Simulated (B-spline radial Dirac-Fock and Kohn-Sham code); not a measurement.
**Inner shells of Os**

Wanted for the free osmium atom: its X-ray form factor and Compton profile and the binding energy of each subshell.

Method: a free atom or ion on a radial basis; each step names its model; computed with B-spline radial Dirac-Fock and Kohn-Sham code, version 2.

### 1 What is computed

Neutral osmium, [Xe] 4f14 5d6 6s2.

| Property | Result |
| --- | --- |
| nuclear charge | 76 |
| electrons | 76 |
| mass number | 192 |
| nuclear rms radius | 5.4126 fm |

### 2 Form factor and Compton profile

Model: Dirac-Fock average of configuration, finite nucleus; form factor of the spherical density, Waller-Hartree incoherent function, impulse-approximation Compton profiles.

Recorded inputs:

```ini
task = scatter
Z = 76
charge = 0
configuration = 1s2 2s2 2p6 3s2 3p6 3d10 4s2 4p6 4d10 4f14 5s2 5p6 5d6 6s2
mass_number = 192
rms_radius = 5.4126  # fm
s = [0.0, 0.05, 0.1, 0.15, 0.2, 0.25, 0.3, 0.35, 0.4, 0.45, 0.5, 0.6, 0.7, 0.8, 0.9, 1.0, 1.1, 1.2, 1.4, 1.6, 1.8, 2.0, 2.5, 3.0, 3.5, 4.0, 5.0, 6.0]  # 1/A
pz = [0, 0.1, 0.2, 0.3, 0.4, 0.5, 0.6, 0.8, 1.0, 1.2, 1.4, 1.6, 1.8, 2.0, 2.5, 3.0, 4.0, 5.0, 7.0, 10.0, 15.0, 20.0, 30.0, 40.0, 60.0, 100.0]  # a.u.
photon_energy = [1000, 2000, 5000, 8047.8, 10000, 17479.3, 20000, 30000, 50000, 100000, 200000, 500000, 1000000]  # eV
```

Main fields of the result record, rounded:

```text
{
  "status": "converged",
  "form_factor [e]": [76.0, 74.808, 71.823, 68.087, 64.244, 60.524, 56.996, 53.683, 50.594, 47.729, 45.078, 40.347, 36.248, 32.655, 29.494, 26.729, 24.342, 22.311, 19.192, 17.037, 15.483, 14.238, 11.542, 9.1405, 7.2879, 6.0576, 4.7847, 4.0382],
  "incoherent": [3.0127e-12, 1.5739, 4.6062, 7.4181, 10.004, 12.511, 14.917, 17.207, 19.396, 21.489, 23.475, 27.063, 30.135, 32.813, 35.231, 37.468, 39.557, 41.52, 45.13, 48.376, 51.252, 53.735, 58.404, 61.587, 63.953, 65.816, 68.56, 70.445],
  "compton_total [1/a.u.]": [11.034, 10.789, 10.176, 9.4549, 8.8304, 8.371, 8.0454, 7.5581, 7.0555, 6.4873, 5.9057, 5.3647, 4.8955, 4.5074, 3.8437, 3.4481, 2.8667, 2.3053, 1.4311, 0.80639, 0.39829, 0.22018, 0.08384, 0.038797, 0.012228, 0.0024682],
  "shells": ["1s1/2", "2s1/2", "2p1/2", "2p3/2", "3s1/2", "3p1/2", "3p3/2", "3d3/2", "3d5/2", "4s1/2", "4p1/2", "4p3/2", "4d3/2", "4d5/2", "4f5/2", "4f7/2", "5s1/2", "5p1/2", "5p3/2", "5d3/2", "5d5/2", "6s1/2"],
  "occupation": [2.0, 2.0, 2.0, 4.0, 2.0, 2.0, 4.0, 4.0, 6.0, 2.0, 2.0, 4.0, 4.0, 6.0, 6.0, 8.0, 2.0, 2.0, 4.0, 2.4, 3.6, 2.0],
  "mean_momentum [a.u.]": [80.219, 28.65, 37.726, 33.111, 14.441, 17.235, 15.854, 19.062, 18.584, 7.4044, 8.3117, 7.7165, 8.4918, 8.2854, 8.3326, 8.2239, 3.0001, 3.137, 2.8539, 2.3269, 2.224, 0.75693],
  "r2 [bohr^2]": 68.033,
  "r_inverse [1/bohr]": 569.44,
  "r1 [bohr]": 46.183,
  "coherent [b]": [3693.5, 3370.0, 2411.5, 1746.1, 1445.7, 785.07, 664.41, 392.78, 183.96, 59.563, 17.392, 3.1456, 0.81845],
  "incoherent_cross_section [b]": [1.2366, 3.2363, 8.4409, 12.744, 14.971, 21.065, 22.593, 26.997, 30.856, 31.986, 28.765, 21.483, 15.907],
  "radial_jk": {
    "5d": {"j0": [1.0, 0.93373, 0.76338, 0.55097, 0.35141, 0.19368, 0.08422, 0.017108, -0.01795, -0.03125, -0.031273, -0.014456, 0.0042673, 0.015797, 0.019728, 0.018462, 0.014589, 0.010011, 0.0026275, -0.00077415, -0.0011676, -0.00014323, 0.0025747, 0.0028448, 0.0018232, 0.00075887, -0.00027095, -0.00037337], "j2": [0.0, 0.026053, 0.088399, 0.1546, 0.20007, 0.21688, 0.20888, 0.18444, 0.15184, 0.11746, 0.085431, 0.035988, 0.0077389, -0.0041297, -0.0060609, -0.0032444, 0.00097043, 0.0047837, 0.008845, 0.0086365, 0.0063447, 0.0037279, -1.5019e-05, -0.00014296, 0.00074779, 0.001374, 0.0014064, 0.000877], "j4": [0.0, 0.00033402, 0.0044066, 0.01668, 0.036853, 0.060316, 0.081819, 0.097811, 0.10686, 0.10913, 0.10571, 0.087672, 0.063625, 0.040869, 0.022866, 0.010427, 0.0029458, -0.00073553, -0.0013743, 0.0013308, 0.003851, 0.005115, 0.0040356, 0.0015369, 0.00015364, -0.00014209, 0.00039949, 0.00078201], "r2": 3.7444, "r4": 27.645, "r6": 379.79}
  }
}
```

Form factor and incoherent function, every second point:

```
s (1/Å)  f (e)  f / N   S(s)  f, tabulated
      0  76.00  1.000      0         75.96
  0.100  71.82  0.945  4.606         71.87
  0.200  64.24  0.845  10.00         64.23
  0.300  57.00  0.750  14.92         57.05
  0.400  50.59  0.666  19.40         50.59
  0.500  45.08  0.593  23.48         45.03
  0.700  36.25  0.477  30.14         36.30
  0.900  29.49  0.388  35.23         29.51
   1.10  24.34  0.320  39.56         24.30
   1.40  19.19  0.253  45.13         19.20
   1.80  15.48  0.204  51.25         15.51
   2.50  11.54  0.152  58.40         11.46
   3.50  7.288  0.096  63.95         7.380
   5.00  4.785  0.063  68.56         4.693
```

Tabulated: Waasmaier and Kirfel, Acta Cryst. A51, 416 (1995).

### 3 Hole states by ΔSCF

Model: Dirac-Fock average of configuration, Delta-SCF, finite nucleus, first-order Breit with its frequency dependence, self-energy and vacuum polarisation.

Settings, as recorded:

```ini
task = binding
```

Main fields of the result record, rounded:

```text
{
  "status": "converged",
  "shells": ["K", "L1", "L2", "L3", "M1", "M2", "M3", "M4", "M5", "N1", "N2", "N3", "N4", "N5", "N6", "N7", "O1", "O2", "O3", "O4,5", "P1"],
  "total_energy_parts [Ha]": [-17271.0404, 21.1296687, -2.2393488, -0.382478317, 15.5281705, -2.88016305],
  "koopmans [eV]": [74351.9, 13089.1, 12504.5, 10970.3, 3110.35, 2850.17, 2510.67, 2080.92, 2008.1, 690.794, 580.582, 499.936, 319.04, 303.853, 73.0023, 70.0141, 108.387, 71.7066, 58.8846, 11.5182, 7.86697],
  "dirac_coulomb [eV]": [74260.0, 13033.3, 12444.0, 10913.1, 3078.06, 2816.77, 2479.09, 2046.47, 1974.3, 676.374, 566.286, 486.793, 306.161, 291.37, 61.4387, 58.6593, 103.99, 67.7374, 55.4424, 9.63452, 7.51061],
  "gaunt [eV]": [-275.652, -30.4056, -52.3249, -35.6677, -5.45909, -9.6993, -6.28058, -4.15578, -2.78991, -1.09337, -1.99566, -1.15785, -0.524195, -0.238378, 0.180858, 0.288713, -0.145971, -0.249041, -0.114659, 0.0156008, -0.00893264],
  "retardation [eV]": [20.6592, 2.56285, 5.60469, 5.59893, 0.446459, 1.01493, 1.02074, 0.413581, 0.401431, 0.096738, 0.220685, 0.212934, 0.0539071, 0.0516459, -0.042274, -0.0417484, 0.0107087, 0.0257682, 0.0244691, -0.00153059, 0.000347691],
  "breit_frequency [eV]": [4.66509, -0.394326, -0.0476084, 2.05909, -0.103117, -0.114813, 0.414833, -0.0426128, 0.0030126, -0.0268105, -0.0330221, 0.0950131, -0.0121036, -0.00173542, -0.00631582, -0.00522413, -0.00486009, -0.00577977, 0.0140489, -0.000568657, -0.000354481],
  "self_energy [eV]": [-163.461, -23.8401, -0.322843, -1.80722, -5.48416, -0.182954, -0.447824, 0.398583, 0.200346, -1.32735, -0.0174016, -0.0787816, 0.105278, 0.0641894, 0.073457, 0.0615906, -0.224636, 0.0143865, 0.00539183, 0.0197248, -0.0179201],
  "vacuum_polarisation [eV]": [31.9352, 4.3784, 0.213623, -0.157219, 0.980646, 0.0503559, -0.0446828, -0.048852, -0.0464877, 0.238345, 0.00899013, -0.0141992, -0.0138752, -0.013322, -0.00922383, -0.00905989, 0.0405501, -0.0013009, -0.00496753, -0.00329648, 0.00324092],
  "binding [eV]": [73878.1, 12985.6, 12397.1, 10883.2, 3068.44, 2807.84, 2473.75, 2043.03, 1972.07, 674.261, 564.47, 485.85, 305.77, 291.232, 61.6352, 58.9536, 103.666, 67.5214, 55.3667, 9.66445, 7.48699],
  "mean_radius [bohr]": [0.0177345, 0.074215, 0.0613819, 0.0695324, 0.192961, 0.183376, 0.198309, 0.173538, 0.17813, 0.431859, 0.436507, 0.46823, 0.482402, 0.4935, 0.546682, 0.554393, 1.02038, 1.11438, 1.21061, 1.79837, 3.17306],
  "screened [eV]": [73867.3, 12974.6, 12386.1, 10872.2, 3057.5, 2796.91, 2462.82, "-", 1961.14, 663.322, 553.563, 474.932, "-", 280.327, 50.7577, 48.0707, 92.9679, 57.1863, 45.1555, "-", "-"],
  "screening_orbital": "5d"
}
```

total_energy_parts: Dirac-Coulomb, Gaunt, retardation, frequency dependence, self-energy, vacuum polarisation. 

Each level as Koopmans' value plus corrections (eV):

```
     level       -ε  relaxation    Breit      QED  binding  screened  tabulated edge
    K (1s)  74351.9      -91.92  -250.33  -131.53  73878.1   73867.3         73871.0
   L1 (2s)  13089.1      -55.87   -28.24   -19.46  12985.6   12974.6         12968.0
L2 (2p1/2)  12504.5      -60.50   -46.77    -0.11  12397.1   12386.1         12385.0
L3 (2p3/2)  10970.3      -57.16   -28.01    -1.96  10883.2   10872.2         10871.0
   M1 (3s)   3110.4      -32.29    -5.12    -4.50   3068.4    3057.5          3049.0
M2 (3p1/2)   2850.2      -33.39    -8.80    -0.13   2807.8    2796.9          2792.0
M3 (3p3/2)   2510.7      -31.58    -4.85    -0.49   2473.8    2462.8          2457.0
M4 (3d3/2)   2080.9      -34.45    -3.78     0.35   2043.0         –          2031.0
M5 (3d5/2)   2008.1      -33.80    -2.39     0.15   1972.1    1961.1          1960.0
   N1 (4s)    690.8      -14.42    -1.02    -1.09    674.3     663.3           658.2
N2 (4p1/2)    580.6      -14.30    -1.81    -0.01    564.5     553.6           549.1
N3 (4p3/2)    499.9      -13.14    -0.85    -0.09    485.9     474.9           470.7
N4 (4d3/2)    319.0      -12.88    -0.48     0.09    305.8         –           293.1
N5 (4d5/2)    303.9      -12.48    -0.19     0.05    291.2     280.3           278.5
N6 (4f5/2)    73.00      -11.56     0.13     0.06    61.64     50.76           53.40
N7 (4f7/2)    70.01      -11.35     0.24     0.05    58.95     48.07           50.70
   O1 (5s)    108.4       -4.40    -0.14    -0.18    103.7     92.97           84.00
O2 (5p1/2)    71.71       -3.97    -0.23     0.01    67.52     57.19           58.00
O3 (5p3/2)    58.88       -3.44    -0.08     0.00    55.37     45.16           44.50
 O4,5 (5d)    11.52       -1.88     0.01     0.02     9.66         –               –
   P1 (6s)     7.87       -0.36    -0.01    -0.01     7.49         –               –
```

Screened: the electron is put into 5d and not removed, as a hole screened by valence charge.

Edges: Elam, Ravel and Sieber, Radiat. Phys. Chem. 63, 121 (2002); they refer to the element in its standard state, for a metal from the Fermi level.

X-ray lines as differences of these levels:

```
        line  energy (eV)  tabulated (eV)  miss (%)
 Kβ2' (K-N3)      73392.3         73402.6     -0.01
Kβ2'' (K-N2)      73313.7         73324.3     -0.01
  Kβ1 (K-M3)      71404.4         71413.6     -0.01
  Kβ3 (K-M2)      71070.3         71078.6     -0.01
  Kα1 (K-L3)      62995.0         62999.9     -0.01
  Kα2 (K-L2)      61481.1         61485.8     -0.01
 Lγ4 (L1-O3)      12930.2         12922.6     +0.06
 Lγ3 (L1-N3)      12499.7         12499.8      0.00
 Lγ2 (L1-N2)      12421.1         12421.5      0.00
 Lγ1 (L2-N4)      12091.3         12095.6     -0.04
 Lγ5 (L2-N1)      11722.8         11730.7     -0.07
 Lβ7 (L3-O1)      10779.5               –         -
 Lβ2 (L3-N5)      10591.9         10598.1     -0.06
Lβ15 (L3-N4)      10577.4         10581.5     -0.04
```

Tabulated lines: xraylib 4.2.

### 4 Outcome

| quantity | value |
| --- | --- |
| rms radius of the electron cloud | 0.946 bohr |
| form factor halves at | 0.66 1/Å |
| Compton profile at zero | 11.03 1/a.u. |
| deepest level listed, K (1s) | 73878.1 eV |
| least bound, P1 (6s) | 7.49 eV |
| Kα1 | 62995.0 eV |
| ionisation energy, NIST (measured) | 8.43823 eV |

The form factor starts at the 76 electrons and halves by s = 0.66 1/Å. Incoherent scattering outweighs coherent from 200 keV on, among the energies asked. Up to 2 1/Å f stays within 0.26 % of the table. The K (1s) level lies 91.9 eV under Koopmans' value by relaxation alone; Breit gives -250.33 and QED -131.53 eV. NIST's ionisation energy differs by +0.95 eV from the least binding energy; the calculation averages open shells over their j components and terms. Kα1 misses the table by -4.9 eV. The Hartree-Fock and Dirac-Fock values hold no electron correlation.
